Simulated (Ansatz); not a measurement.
# Ti3N4F: the cost of one run

Program: Ansatz 0.2.0. Level of theory: DFT PBE, scalar-relativistic, plane waves, PAW. These are calculated values, not measurements.

22 further runs of the same task are left out: 17 for a known fault of the program, 5 set aside as unsound or not needed. Runs told in other sessions of the task aren't counted.

### 1 The starting structure

The structure is monoclinic, space group Cm (No. 8). Conventional cell: a = 5.201 Å, b = 3.003 Å, c = 24.123 Å, α = 90.00°, β = 90.00°, γ = 90.00°. Around N (site symmetry m) lie 3 Ti at 2.12 Å. Around Ti (site symmetry m) lie 6 N at 2.12 Å. Around N (site symmetry m) lie 6 Ti at 2.12 to 2.13 Å. Ti (site symmetry m) is surrounded by 6 N at 2.06 to 2.13 Å. N (site symmetry m) is surrounded by 6 Ti at 2.06 to 2.31 Å. Around Ti (site symmetry m) lie 6 N at 1.90 to 2.31 Å. N (site symmetry m) is surrounded by 3 Ti at 1.90 Å. Around F (site symmetry m) lie 1 N at 2.27 Å.

As a file:

```
CELL_PARAMETERS angstrom
3.00286 0.00000 0.00000
-1.50143 2.60055 0.00000
0.00000 0.00000 24.12338
ATOMIC_POSITIONS crystal
N 0.33333 0.66667 0.16581
Ti 0.66667 0.33333 0.21663
N 0.00000 0.00000 0.26745
Ti 0.33333 0.66667 0.31901
N 0.66667 0.33333 0.36548
Ti 0.00000 0.00000 0.42906
N 0.33333 0.66667 0.46110
F 0.11111 0.88889 0.54194
```

### 2 F at 7/9 of the long diagonal of the hexagonal surface cell, 1.95 Å above the top plane

input.yaml reads:

```yaml
crystal:
  lattice:
    - [3.0028555067, 0.0, 0.0]
    - [-1.5014277534, 2.6005491527, 0.0]
    - [0.0, 0.0, 24.1233847574]
  atoms:
    - { symbol: "N", position: [0.3333333333, 0.6666666667, 0.1658142106] }
    - { symbol: Ti, position: [0.6666666667, 0.3333333333, 0.2166325613] }
    - { symbol: "N", position: [0.0, 0.0, 0.267450912] }
    - { symbol: Ti, position: [0.3333333333, 0.6666666667, 0.3190139883] }
    - { symbol: "N", position: [0.6666666667, 0.3333333333, 0.3654787997] }
    - { symbol: Ti, position: [0.0, 0.0, 0.4290633806] }
    - { symbol: "N", position: [0.3333333333, 0.6666666667, 0.4611038156] }
    - { symbol: F, position: [1.1111111111, -0.1111111111, 0.5419382433], spin: 1.0 }
basis:
  ecutwfc: 420
kpoints:
  mp_grid: { grid: [9, 9, 1] }
hamiltonian:
  xc: pbe
  pseudopotentials: { kind: paw, azcp: { folder: soft_1 } }
scf:
  occupations: { method: gaussian, width: 0.1 }
output:
  forces: true
  eigenvalues: true
  populations: true
magnetization:
  spin_polarized: true
efield:
  axis: 3
  dipole_correction: true
  ramp_width: 0.04
```

On the command line:

```sh
> ansatz run input.yaml --threads 2 --pin off --max-ram 6144MiB --backend cpu --events-out ev --progress --plain --runs-dir out
```

What time and memory should one allow on 2 threads of AMD EPYC 7R43 (Zen 3), shared host?

About 37 s, with a peak of 0.65 GiB.
